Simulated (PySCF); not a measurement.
# C₄H₇N₃S: runs on many settings

Which settings matter for C₄H₇N₃S (`CSc1cnn(C)n1`), and how do bad ones show?

Programs: PySCF 2.14.0, with density-fitted response routines of our own. Each step states its level of theory. These are calculated values for one molecule in the gas phase, unless marked as measured. Atoms count from 0, in the outputs and in this text.

## 1. The starting structure

15 atoms, charge 0, multiplicity 1; geometry from: GFN2-xTB.

Bonds of the start (Å): C0–S1 1.81, S1–C2 1.74, C2–C3 1.41, C3–N4 1.32, N4–N5 1.31, N5–C6 1.43, N5–N7 1.32, N7–C2 1.33, C0–H8 1.08, C0–H9 1.09, C0–H10 1.09, C3–H11 1.07, C6–H12 1.09, C6–H13 1.09, C6–H14 1.09.

## 2. TDDFT and polarisability: B3LYP/def2-SVPD

Job settings and geometry (Å):

```
{"job": {"kind": "uv", "xc": "B3LYP", "basis": "def2-SVPD", "nstates": 3, "ntriplets": 5, "tda": false}, "charge": 0, "multiplicity": 1}
C     -2.718887     0.534715    -0.455862
S     -2.250120    -1.151709     0.023022
C     -0.540624    -0.917256     0.228866
C      0.431553    -1.864013     0.594953
N      1.600392    -1.247646     0.618636
N      1.342956    -0.007376     0.285356
C      2.353511     1.002097     0.214686
N      0.073444     0.248306     0.042359
H     -3.792323     0.525801    -0.612855
H     -2.197652     0.801926    -1.369292
H     -2.451591     1.217653     0.343809
H      0.321281    -2.902072     0.821857
H      3.293034     0.532076    -0.069057
H      2.474480     1.493678     1.182816
H      2.056132     1.741809    -0.525897
```

Method: TDDFT B3LYP/def2-SVPD, vertical, gas phase, core orbitals frozen in the response.

Started as:

```
OMP_NUM_THREADS=1 python probes_run.py task.json out
```

The driver reads the jobs from task.json and runs them one after another.

What it wrote:

```text
coarse grid: 13496 points
cycle   1  E = -718.5879297262  dE =  1.357e+00  |g| = 4.803e-01  |ddm| = 6.543e+00
cycle   2  E = -718.5066882807  dE =  8.124e-02  |g| = 8.106e-01  |ddm| = 1.981e+00
cycle   3  E = -718.6381079423  dE = -1.314e-01  |g| = 1.195e-01  |ddm| = 1.017e+00
cycle   4  E = -718.6404675891  dE = -2.360e-03  |g| = 6.809e-02  |ddm| = 3.413e-01
cycle   5  E = -718.6415417633  dE = -1.074e-03  |g| = 1.655e-02  |ddm| = 1.148e-01
cycle   6  E = -718.6416023558  dE = -6.059e-05  |g| = 4.609e-03  |ddm| = 2.780e-02
cycle   7  E = -718.6416059715  dE = -3.616e-06  |g| = 2.447e-03  |ddm| = 1.030e-02
final grid: 127160 points
cycle   8  E = -718.7271069026  dE = -3.356e-05  |g| = 8.095e-03  |ddm| = 1.128e-01
cycle   9  E = -718.7270664116  dE =  4.049e-05  |g| = 1.547e-02  |ddm| = 4.556e-02
cycle  10  E = -718.7271219206  dE = -5.551e-05  |g| = 2.063e-03  |ddm| = 3.085e-02
cycle  11  E = -718.7271229133  dE = -9.926e-07  |g| = 2.635e-04  |ddm| = 3.114e-03
cycle  12  E = -718.7271229279  dE = -1.466e-08  |g| = 1.375e-04  |ddm| = 6.821e-04
cycle  13  E = -718.7271229320  dE = -4.097e-09  |g| = 5.823e-05  |ddm| = 2.703e-04
cycle  14  E = -718.7271229327  dE = -7.108e-10  |g| = 1.867e-05  |ddm| = 1.067e-04
converged SCF energy = -718.7271229327

Static polarisability (au): isotropic 90.183, principal 60.685 91.694 118.170

Singlet excitations
state   eV       nm        f      main configurations
  1   5.0355    246.2   0.10067   H->L 0.97
  2   5.0734    244.4   0.00036   H->L+1 0.93
  3   5.7321    216.3   0.00267   H->L+2 0.70, H->L+3 0.23

Triplet excitations (Tamm-Dancoff, eV): 4.0191 4.7541 4.9864 5.5060 5.5122
```

It took 39 s on 1 thread of Intel Xeon Platinum 8488C, shared host; peak memory 0.88 GiB.

Frontier orbitals and where they lie:

| orbital | eV | atoms |
| --- | --- | --- |
| HOMO−3 | -8.67 | C2 24 %, N4 18 %, S1 16 % |
| HOMO−2 | -8.19 | N4 44 %, N7 35 %, C3 6 % |
| HOMO−1 | -7.97 | C3 23 %, N7 20 %, N4 17 % |
| HOMO | -6.02 | S1 48 %, C2 11 %, N5 11 % |
| LUMO | -0.42 | N4 26 %, N7 22 %, N5 20 % |
| LUMO+1 | 0.12 | S1 49 %, C0 16 %, H8 6 % |
| LUMO+2 | 0.56 | C6 30 %, S1 19 %, H13 9 % |

With each of the 3 states as a Gaussian band of 0.4 eV half-width at 1/e, the curve within the window shown has maxima at 247 nm (ε 4,100) L/(mol cm). Beyond the last state computed it falls off for lack of states. The curve at chosen wavelengths:

| nm | ε (L/mol/cm) |
| --- | --- |
| 206 | 70 |
| 209 | 105 |
| 212 | 155 |
| 215 | 236 |
| 218 | 368 |
| 221 | 578 |
| 224 | 888 |
| 226 | 1157 |
| 229 | 1646 |
| 232 | 2209 |
| 235 | 2794 |
| 238 | 3332 |
| 241 | 3759 |
| 244 | 4022 |
| 247 | 4094 |
| 250 | 3980 |
| 253 | 3705 |
| 256 | 3313 |
| 259 | 2854 |
| 261 | 2533 |
| 264 | 2062 |
| 267 | 1628 |
| 270 | 1248 |
| 273 | 932 |
| 276 | 679 |
| 279 | 484 |

Leading natural transition orbitals of singlet state 1: the hole lies on S1 61 %; C3 9 %; N5 7 %; the particle on N4 28 %; N5, N7 about 19 % each; C3 11 %.

Ground-state properties from the same run:

| property | computed |
| --- | --- |
| dipole moment (D) | 1.89 |
| polarisability (Å³) | 13.36 |
| HOMO–LUMO gap (eV) | 5.60 |
| −ε(HOMO) (eV) | 6.02 |

Orbitals, density, ELF and potential are computed afterwards from the orbital file.

Frontier orbitals at B3LYP/def2-SVPD, with the share of their density that lies nearest to each atom:

```csv
orbital,energy (eV),lies on
HOMO,-6.02,S1 53 %; N5 11 %; C3 10 %
LUMO,-0.42,"N4, N7 about 24 % each; N5 20 %; C2, C3 about 9 % each"
```

ELF in a plane through or near 10 of the atoms.

Ten even steps from ' ' (0.00) to '@' (1.00):
```
                                                        
                                                        
                        ....                            
                      --@@@@@@==                        
                      ++@@@@@@**                        
              ..==::  ::@@@@@@--    --++==::            
            ::##%%%%****--..++--  --##@@%%++            
            ::##@@@@--##==++@@****++..--%%**..          
              ..++##==**..==..##@@++**::**--            
          ..::..  --++::++**%%++++==++%%++..            
        ..##@@@@**%%%%==##**--**  ..++..==@@@@@@##      
        ..++%%%%..::++..++@@@@%%  ::**::==@@@@@@%%      
            ..--++%%%%....##%%==  ..==++--**@@%%::      
              ..++@@@@==  ..::        ..                
                --%%##::                                
                                                        
                                                        
                                                        
                                                        
                                                        
```
The map spans 12.9 Å across and 11.2 Å up, centred on the molecule. Atoms in the plane (x, y in Å): C0 (2.7, -0.7), S1 (2.3, 1.1), C2 (0.6, 0.9), C3 (-0.4, 1.9), N4 (-1.6, 1.3), N5 (-1.4, 0.1), C6 (-2.4, -0.9), N7 (-0.1, -0.3), H8 (3.8, -0.7), H11 (-0.3, 3.0).

log10 of the density (e/Å³) in the same plane.

Values, 10 rows by 14 columns:
```
-4.0 -4.0 -4.0 -4.0 -4.0 -4.0 -4.0 -4.0 -4.0 -4.0 -4.0 -4.0 -4.0 -4.0
-4.0 -4.0 -4.0 -4.0 -4.0 -3.3 -2.5 -2.6 -3.5 -4.0 -4.0 -4.0 -4.0 -4.0
-4.0 -4.0 -4.0 -3.6 -2.7 -1.9 -0.3 -0.6 -2.3 -2.3 -2.5 -3.5 -4.0 -4.0
-4.0 -4.0 -4.0 -2.3 -1.1 -0.1  0.8 -0.1 -1.0 -0.4 -0.8 -2.1 -3.7 -4.0
-4.0 -4.0 -3.2 -2.0 -0.8  0.5 -0.3  0.6  0.2  1.8 -0.2 -1.8 -3.1 -4.0
-4.0 -3.7 -2.2 -0.5  0.0  0.4  0.3  0.6 -1.0 -0.1  0.2 -0.3 -1.9 -3.7
-4.0 -4.0 -2.6 -1.1 -0.1 -0.3 -1.2 -1.0 -1.6 -0.6 -0.5 -1.1 -2.2 -3.9
-4.0 -4.0 -3.8 -2.6 -1.7 -1.5 -2.6 -2.9 -2.9 -2.4 -2.4 -2.9 -3.7 -4.0
-4.0 -4.0 -4.0 -4.0 -3.6 -3.5 -4.0 -4.0 -4.0 -4.0 -4.0 -4.0 -4.0 -4.0
-4.0 -4.0 -4.0 -4.0 -4.0 -4.0 -4.0 -4.0 -4.0 -4.0 -4.0 -4.0 -4.0 -4.0
```
The map spans 12.9 Å across and 11.2 Å up, centred on the molecule. Atoms in the plane (x, y in Å): C0 (2.7, -0.7), S1 (2.3, 1.1), C2 (0.6, 0.9), C3 (-0.4, 1.9), N4 (-1.6, 1.3), N5 (-1.4, 0.1), C6 (-2.4, -0.9), N7 (-0.1, -0.3), H8 (3.8, -0.7), H11 (-0.3, 3.0).

On the surface of density 0.002 e/bohr³ the electrostatic potential runs, from the 1st to the 99th percentile, from -1.33 V near N4 to 1.00 V near H14.

## 3. NMR shieldings: revPBE/cc-pVDZ

The job, as its differences from that of step 2:

```diff
@@ -1,2 +1,2 @@
-{"job": {"kind": "uv", "xc": "B3LYP", "basis": "def2-SVPD", "nstates": 3, "ntriplets": 5, "tda": false}, "charge": 0, "multiplicity": 1}
+{"job": {"kind": "nmr", "xc": "revPBE", "basis": "cc-pVDZ", "pop": true, "grid": 3}, "charge": 0, "multiplicity": 1}
 C     -2.718887     0.534715    -0.455862
```

Level: GIAO revPBE/cc-pVDZ NMR shielding, non-relativistic, gas phase.

What it wrote:

```text
coarse grid: 13496 points
cycle   1  E = -718.8164026129  dE =  1.271e+00  |g| = 5.424e-01  |ddm| = 7.665e+00
cycle   2  E = -718.6290207074  dE =  1.874e-01  |g| = 1.079e+00  |ddm| = 2.415e+00
cycle   3  E = -718.8751486818  dE = -2.461e-01  |g| = 2.341e-01  |ddm| = 1.564e+00
cycle   4  E = -718.8870367388  dE = -1.189e-02  |g| = 8.595e-02  |ddm| = 4.353e-01
cycle   5  E = -718.8887319574  dE = -1.695e-03  |g| = 3.053e-02  |ddm| = 1.565e-01
cycle   6  E = -718.8889381539  dE = -2.062e-04  |g| = 1.126e-02  |ddm| = 5.252e-02
cycle   7  E = -718.8889613652  dE = -2.321e-05  |g| = 5.378e-03  |ddm| = 1.980e-02
cycle   8  E = -718.8889680240  dE = -6.659e-06  |g| = 1.037e-03  |ddm| = 7.601e-03
final grid: 185720 points
cycle   9  E = -718.9153294115  dE = -9.866e-06  |g| = 1.784e-02  |ddm| = 1.070e-01
cycle  10  E = -718.9151363412  dE =  1.931e-04  |g| = 3.171e-02  |ddm| = 8.585e-02
cycle  11  E = -718.9153974286  dE = -2.611e-04  |g| = 8.489e-03  |ddm| = 5.765e-02
cycle  12  E = -718.9154149924  dE = -1.756e-05  |g| = 9.772e-04  |ddm| = 1.161e-02
cycle  13  E = -718.9154152634  dE = -2.710e-07  |g| = 2.581e-04  |ddm| = 1.982e-03
cycle  14  E = -718.9154152761  dE = -1.270e-08  |g| = 1.137e-04  |ddm| = 4.698e-04
cycle  15  E = -718.9154152787  dE = -2.606e-09  |g| = 4.335e-05  |ddm| = 1.855e-04
cycle  16  E = -718.9154152791  dE = -4.316e-10  |g| = 1.369e-05  |ddm| = 7.281e-05
converged SCF energy = -718.9154152791

GIAO shielding tensors (ppm)
atom      isotropic    diamagn.    paramagn.     s11        s22        s33       span
  0 C      175.335     246.184     -70.849    165.357    170.662    189.985     24.629
  1 S      567.881    1058.666    -490.785    418.553    512.689    772.401    353.848
  2 C       52.958     255.879    -202.921      2.397     38.997    117.479    115.082
  3 C       73.270     254.344    -181.074      3.788     77.131    138.892    135.104
  4 N      -57.190     330.686    -387.876   -249.715    -84.493    162.637    412.353
  5 N       30.568     326.288    -295.720    -77.524     75.385     93.843    171.367
  6 C      154.351     246.277     -91.925    129.482    139.060    194.512     65.030
  7 N      -36.082     328.698    -364.779   -200.426    -71.546    163.726    364.152
  8 H       29.791      28.333       1.458     24.834     27.390     37.150     12.315
  9 H       29.139      31.544      -2.405     24.665     26.710     36.041     11.376
 10 H       29.124      31.353      -2.229     24.651     26.692     36.029     11.378
 11 H       24.875      31.619      -6.744     22.360     24.016     28.250      5.890
 12 H       27.746      28.452      -0.706     23.551     26.976     32.712      9.161
 13 H       27.805      29.261      -1.456     24.803     25.183     33.429      8.627
 14 H       27.753      31.146      -3.393     23.417     27.661     32.182      8.764
```

Wall time 43 s (1 thread of Intel Xeon Platinum 8488C, shared host); peak memory 0.68 GiB.

Shifts follow as δ = σ(reference) − σ, with reference shieldings (ppm) from runs at the same level and on the same kind of geometry: 1H TMS 31.77, 13C TMS 195.0, 15N NH3 271.8. The references are single molecules in the gas phase, so shifts against H2O, NH3, PH3, H3PO4 or CFCl3 are not on the usual liquid scales and can be off by tens of ppm. Atoms listed in one row are averaged.

```
        atoms                                         environment  σ (ppm)  δ (ppm)
           C2                      aromatic carbon bearing sulfur     53.0    142.0
           C3                 aromatic CH next to a ring nitrogen     73.3    121.7
           C6                           methyl carbon bonded to N    154.4     40.7
           C0                           methyl carbon bonded to S    175.3     19.7
          H11  hydrogen on an aromatic CH next to a ring nitrogen    24.88     6.89
H12, H13, H14             hydrogen on a methyl carbon bonded to N    27.77     4.00
  H8, H9, H10             hydrogen on a methyl carbon bonded to S    29.35     2.42
           S1                                      sulfide sulfur      568        –
           N4                  pyridine-type nitrogen of an azole    -57.2    329.0
           N7                  pyridine-type nitrogen of an azole    -36.1    307.9
           N5                          pyrrole-type ring nitrogen     30.6    241.2
```

Charges from the same density, by scheme (e):

```
atoms  Mulliken    IAO  Hirshfeld  ESP fit
   C0     -0.09  -0.49      -0.09    -0.31
   S1     -0.02   0.17       0.01    -0.14
   C2     -0.02  -0.07      -0.02     0.15
   C3      0.10  -0.12      -0.05    -0.01
   N4     -0.15  -0.22      -0.13    -0.50
   N5     -0.04   0.17       0.11     0.70
   C6      0.14  -0.31      -0.04    -0.45
   N7     -0.20  -0.27      -0.13    -0.46
```

Mayer bond orders: C0–S1 1.04, S1–C2 1.06, C2–C3 1.31, C3–N4 1.56, N4–N5 1.25, N5–C6 1.01, N5–N7 1.20, N7–C2 1.48.

Ring of atoms C2, C3, N4, N5, N7: NICS(0) -11.6, NICS(1) -11.9, NICS(1)zz -29.3 ppm (means of both faces).

## 4. NMR shieldings: wB97X/pcSseg-1

The job, as its differences from that of step 3:

```diff
@@ -1,2 +1,2 @@
-{"job": {"kind": "nmr", "xc": "revPBE", "basis": "cc-pVDZ", "pop": true, "grid": 3}, "charge": 0, "multiplicity": 1}
+{"job": {"kind": "nmr", "xc": "wB97X", "basis": "pcSseg-1", "pop": true, "scf": {"level_shift": 0.9, "max_cycle": 8}}, "charge": 0, "multiplicity": 1}
 C     -2.718887     0.534715    -0.455862
```

With the program's defaults for keys left out, this is: GIAO wB97X/pcSseg-1 NMR shielding, non-relativistic, gas phase.

What it wrote:

```text
final grid: 127160 points
cycle   1  E = -718.6291987847  dE =  2.048e+00  |g| = 1.005e+00  |ddm| = 3.569e+00
cycle   2  E = -718.8734864180  dE = -2.443e-01  |g| = 2.964e-01  |ddm| = 6.540e-01
cycle   3  E = -718.8985384561  dE = -2.505e-02  |g| = 1.354e-01  |ddm| = 3.181e-01
cycle   4  E = -718.9061898151  dE = -7.651e-03  |g| = 7.758e-02  |ddm| = 2.222e-01
cycle   5  E = -718.9091369699  dE = -2.947e-03  |g| = 4.384e-02  |ddm| = 1.567e-01
cycle   6  E = -718.9102376339  dE = -1.101e-03  |g| = 2.615e-02  |ddm| = 1.068e-01
cycle   7  E = -718.9106531734  dE = -4.155e-04  |g| = 1.568e-02  |ddm| = 6.644e-02
cycle   8  E = -718.9108158270  dE = -1.627e-04  |g| = 9.764e-03  |ddm| = 4.263e-02
SCF not converged, last energy = -718.9108158270
```

Wall time 12 s (1 thread of Intel Xeon Platinum 8488C, shared host); peak memory 0.87 GiB.

**What went wrong.** The cap of 8 cycles ended the SCF at a gradient of 9.8e-03. Cure: raise the cap. Numbers printed on the way are no properties of the molecule.

## 5. Ultraviolet spectrum: PW91/6-31++G**

The job, as its differences from that of step 4:

```diff
@@ -1,2 +1,2 @@
-{"job": {"kind": "nmr", "xc": "wB97X", "basis": "pcSseg-1", "pop": true, "scf": {"level_shift": 0.9, "max_cycle": 8}}, "charge": 0, "multiplicity": 1}
+{"job": {"kind": "uv", "xc": "PW91", "basis": "6-31++G**", "nstates": 25, "ntriplets": 5, "tda": true, "scf": {"damp": 0.2}}, "charge": 0, "multiplicity": 1}
 C     -2.718887     0.534715    -0.455862
```

Level: TDA PW91/6-31++G**, vertical, gas phase, core orbitals frozen in the response.

What it wrote:

```text
damping 0.20 in the first 6 cycles
final grid: 127160 points
cycle   1  E = -718.8429748491  dE =  1.240e+00  |g| = 5.605e-01  |ddm| = 5.870e+00
cycle   2  E = -718.7716429847  dE =  7.133e-02  |g| = 8.141e-01  |ddm| = 2.221e+00
cycle   3  E = -718.4146742557  dE =  3.570e-01  |g| = 1.445e+00  |ddm| = 2.898e+00
cycle   4  E = -717.2488418255  dE =  1.166e+00  |g| = 2.676e+00  |ddm| = 6.539e+00
cycle   5  E = -706.4195345521  dE =  1.083e+01  |g| = 6.215e+00  |ddm| = 4.283e+01
cycle   6  E = -606.4401333141  dE =  9.998e+01  |g| = 1.446e+01  |ddm| = 6.505e+02
cycle   7  E = -537.4027123917  dE =  6.904e+01  |g| = 1.347e+01  |ddm| = 6.255e+02
cycle   8  E = -644.8177745120  dE = -1.074e+02  |g| = 1.262e+01  |ddm| = 5.091e+02
cycle   9  E = -683.3487556573  dE = -3.853e+01  |g| = 7.099e+00  |ddm| = 9.340e+02
cycle  10  E = -663.5716215646  dE =  1.978e+01  |g| = 1.099e+01  |ddm| = 8.975e+02
cycle  11  E = -707.2589009677  dE = -4.369e+01  |g| = 5.630e+00  |ddm| = 9.397e+01
cycle  12  E = -707.2765502575  dE = -1.765e-02  |g| = 5.088e+00  |ddm| = 2.887e+01
cycle  13  E = -718.4968649160  dE = -1.122e+01  |g| = 1.202e+00  |ddm| = 2.689e+01
cycle  14  E = -718.5949898968  dE = -9.812e-02  |g| = 1.063e+00  |ddm| = 8.125e+00
cycle  15  E = -718.8356635056  dE = -2.407e-01  |g| = 5.933e-01  |ddm| = 2.871e+00
cycle  16  E = -718.8710066296  dE = -3.534e-02  |g| = 4.413e-01  |ddm| = 1.315e+00
cycle  17  E = -718.9124972958  dE = -4.149e-02  |g| = 1.982e-01  |ddm| = 1.269e+00
cycle  18  E = -718.9211350849  dE = -8.638e-03  |g| = 5.242e-02  |ddm| = 4.817e-01
cycle  19  E = -718.9217334879  dE = -5.984e-04  |g| = 1.865e-02  |ddm| = 1.465e-01
cycle  20  E = -718.9218256232  dE = -9.214e-05  |g| = 5.499e-03  |ddm| = 9.535e-02
cycle  21  E = -718.9218331927  dE = -7.569e-06  |g| = 1.699e-03  |ddm| = 2.152e-02
cycle  22  E = -718.9218338505  dE = -6.578e-07  |g| = 4.710e-04  |ddm| = 5.083e-03
cycle  23  E = -718.9218339100  dE = -5.955e-08  |g| = 1.238e-04  |ddm| = 1.777e-03
cycle  24  E = -718.9218339103  dE = -2.346e-10  |g| = 1.295e-04  |ddm| = 7.169e-04
cycle  25  E = -718.9218339140  dE = -3.699e-09  |g| = 4.370e-05  |ddm| = 2.574e-04
cycle  26  E = -718.9218339142  dE = -2.638e-10  |g| = 2.990e-05  |ddm| = 1.105e-04
converged SCF energy = -718.9218339142

Static polarisability (au): isotropic 89.595, principal 59.811 90.677 118.298

Singlet excitations
state   eV       nm        f      main configurations
  1   4.4273    280.0   0.00119   H->L+1 0.97
  2   4.5891    270.2   0.07494   H->L 0.87
  3   4.7655    260.2   0.00233   H->L+2 0.97
  4   5.0789    244.1   0.00652   H->L+3 0.99
  5   5.4304    228.3   0.04849   H->L+4 0.68, H->L+7 0.28
  6   5.5305    224.2   0.00603   H->L+5 0.92
  7   5.6703    218.7   0.00319   H->L+6 0.95
  8   5.9684    207.7   0.02147   H->L+8 0.58, H->L+9 0.18, H->L+7 0.14
  9   6.0279    205.7   0.08570   H->L+7 0.34, H->L+8 0.23, H-1->L+1 0.18
 10   6.0457    205.1   0.00143   H->L+9 0.80, H->L+8 0.16
 11   6.0525    204.8   0.00881   H-1->L 0.91
 12   6.0855    203.7   0.06141   H-1->L+1 0.78, H->L+7 0.08
 13   6.1651    201.1   0.03841   H->L+10 0.91
 14   6.2212    199.3   0.00060   H-2->L+1 0.98
 15   6.3875    194.1   0.00136   H->L+11 0.98
 16   6.4194    193.1   0.00885   H-1->L+2 0.99
 17   6.5580    189.1   0.01631   H-2->L+2 0.99
 18   6.6754    185.7   0.00111   H->L+12 0.92
 19   6.7455    183.8   0.00404   H-1->L+3 0.96
 20   6.7898    182.6   0.12906   H-2->L 0.44, H-3->L 0.15, H->L+13 0.14
 21   6.8567    180.8   0.00150   H-3->L+1 0.64, H->L+14 0.11
 22   6.8879    180.0   0.00173   H-2->L+3 0.50, H-4->L 0.18, H-1->L+4 0.18
 23   6.8945    179.8   0.00575   H-2->L+3 0.43, H-1->L+4 0.27, H-4->L 0.17
 24   6.9199    179.2   0.00073   H->L+13 0.35, H-3->L+1 0.22, H->L+14 0.20
 25   7.0032    177.0   0.02971   H->L+14 0.49, H->L+13 0.20, H-4->L+1 0.12

Triplet excitations (Tamm-Dancoff, eV): 3.7740 4.2546 4.6684 4.9327 5.0133
```

Run time: 69 s. Hardware: 1 thread of Intel Xeon Platinum 8488C, shared host; peak memory 0.75 GiB.

Key values: HOMO -5.16 eV, LUMO -1.13 eV; lowest singlet 4.43 eV.

## 6. NMR shieldings: PBE0/6-31G-J

The job, as its differences from that of step 5:

```diff
@@ -1,2 +1,2 @@
-{"job": {"kind": "uv", "xc": "PW91", "basis": "6-31++G**", "nstates": 25, "ntriplets": 5, "tda": true, "scf": {"damp": 0.2}}, "charge": 0, "multiplicity": 1}
+{"job": {"kind": "nmr", "xc": "PBE0", "basis": "6-31G-J", "pop": false, "grid": 0, "scf": {"max_cycle": 51}}, "charge": 0, "multiplicity": 1}
 C     -2.718887     0.534715    -0.455862
```

Level: PBE0/6-31G-J.

What it wrote:

```text
KeyError: 'Element s (Z=16) not found in basis 6-31G-J version 0'
```

Wall time 0.01 s (1 thread of Intel Xeon Platinum 8488C, shared host).

Why it failed: The basis 6-31G-J has no functions for an element of the molecule, so the input was refused before any integral. The remedy is to choose a basis that covers all elements.

## 7. Comparing the runs: electronic excitations

Excitations and ground-state properties, with basis size and wall time:

```
            run  lowest singlet (eV)  brightest (eV)      f  gap (eV)  α (Å³)  μ (D)  functions  time
B3LYP/def2-SVPD                 5.04            5.04  0.101      5.60   13.36   1.89        223  39 s
 PW91/6-31++G**                 4.43            6.79  0.129      4.03   13.28   2.00        190  69 s
```

## 8. Outcome

| quantity | value |
| --- | --- |
| lowest singlet (B3LYP/def2-SVPD) | 5.04 eV (246 nm), f = 0.101 |
| lowest triplet | 4.02 eV |
| surface potential, 1st and 99th percentile | -1.33 V and 1.00 V |
| 13C shifts against TMS (revPBE/cc-pVDZ) | 142.0, 121.7, 40.7, 19.7 ppm |
| 1H shifts against TMS (revPBE/cc-pVDZ, means over atoms taken as alike) | 6.89, 4.00, 2.42 ppm |
| 15N shifts against NH3 (revPBE/cc-pVDZ) | 329.0, 307.9, 241.2 ppm |
| shieldings of S (revPBE/cc-pVDZ) | S1 567.9 ppm |
| range of the lowest singlet | 4.43 to 5.04 eV |
| property runs in this session | 5, of which 2 failed and 0 gave unsound results |

**Reading.** Single values in the summary come from the first run of each kind that ended normally (B3LYP/def2-SVPD; revPBE/cc-pVDZ), which need not be the best level. The lowest singlet, at 5.04 eV, is HOMO→LUMO 0.97 and is bright. The lowest triplet lies 1.02 eV below the lowest singlet (triplets in Tamm-Dancoff, singlets in full TDDFT). By nearest atom (B3LYP/def2-SVPD), the HOMO sits on S1 53 %; N5 11 % and the LUMO on N4, N7 about 24 % each; N5 20 %. At revPBE/cc-pVDZ: The largest span, 412 ppm, is at N4, where the paramagnetic term is -388 ppm. NICS(1)zz of -29 ppm above the planar ring from C2 marks a diatropic (aromatic) ring current. The lowest singlet runs from 4.43 eV (PW91/6-31++G**) to 5.04 eV (B3LYP/def2-SVPD), while the orbital gap spans 4.03 to 5.60 eV. The lowest state need not be the same one in every run. The runs solved for a few states only, so the brightest column depends on that window.
